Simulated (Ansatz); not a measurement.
# LiF: the cost of one run

Computed with Ansatz 0.2.0 (DFT PBE, scalar-relativistic, plane waves, PAW, unless a step's input says otherwise).

## 1. The structure to begin with

The structure is cubic, space group Fm-3m (No. 225). Conventional cell: a = 4.028 Å, b = 4.028 Å, c = 4.028 Å, α = 90.00°, β = 90.00°, γ = 90.00°. Li (site symmetry m-3m) is surrounded by 6 F at 2.01 Å. F (site symmetry m-3m) is surrounded by 6 Li at 2.01 Å.

Structure file:

```
CELL_PARAMETERS angstrom
0.00000 2.01400 2.01400
2.01400 0.00000 2.01400
2.01400 2.01400 0.00000
ATOMIC_POSITIONS crystal
Li 0.00000 0.00000 0.00000
F 0.50000 0.50000 0.50000
```

No relaxation comes first: the listed cell is the starting point.

## 2. Zero of the scan

Input file input.yaml:

```yaml
crystal:
  lattice:
    - [0.0, 2.014, 2.014]
    - [2.014, 0.0, 2.014]
    - [2.014, 2.014, 0.0]
  atoms:
    - { symbol: Li, position: [0.0, 0.0, 0.0] }
    - { symbol: F, position: [0.5, 0.5, 0.5] }
basis:
  ecutwfc: 420
kpoints:
  mp_grid: { grid: [12, 12, 12] }
hamiltonian:
  xc: pbe
scf:
  occupations: { method: gaussian, width: 0.05 }
output:
  forces: true
  stress: true
  eigenvalues: true
```

Started as:

```bash
$ ansatz run input.yaml --threads 1 --pin off --max-ram 1228MiB --backend cpu --events-out ev --progress --plain --runs-dir out
```

What time and memory should one allow on 1 thread of an Arm CPU, shared host?

About 1.1 s, with a peak of 0.25 GiB.
